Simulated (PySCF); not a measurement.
# CH2ClGeN: the cost of one run

Computed with PySCF 2.14.0, with density-fitted response routines of our own, on a single molecule in the gas phase. Atoms are numbered from 0 throughout.

### 1 Starting geometry

6 atoms, charge 0, multiplicity 1; geometry from: GFN2-xTB. The atoms were then displaced at random by about 0.01 Å, so the start is not that level's minimum.

Bonds of the start (Å): N0–C1 1.17, C1–Ge2 1.94, Ge2–Cl3 2.06, Ge2–H4 1.50, Ge2–H5 1.49.

### 2 Geometry optimisation at PBE0-D3(BJ)/def2-SVP

The job: settings as JSON, then the geometry in Å.

```
{"job": {"xc": "PBE0", "basis": "def2-SVP", "d3": "d3bj", "grid": 1, "shake": 0.01, "kind": "geom"}, "charge": 0, "multiplicity": 1}
N      2.507820     0.164200    -0.006620
C      1.344150     0.062690    -0.007030
Ge    -0.582570    -0.158530    -0.004790
Cl    -1.398920     1.735370    -0.103610
H     -0.922780    -0.854660     1.281670
H     -0.923530    -0.979090    -1.204280
```

Command:

```
OMP_NUM_THREADS=1 python probes_run.py task.json out
```

One launch serves the whole session: the jobs run in the order shown.

**Question.** How long does this first job take on 1 thread of Arm Neoverse V1, shared host, and how much memory does it need?

About 26 s, with a peak of 0.35 GiB.
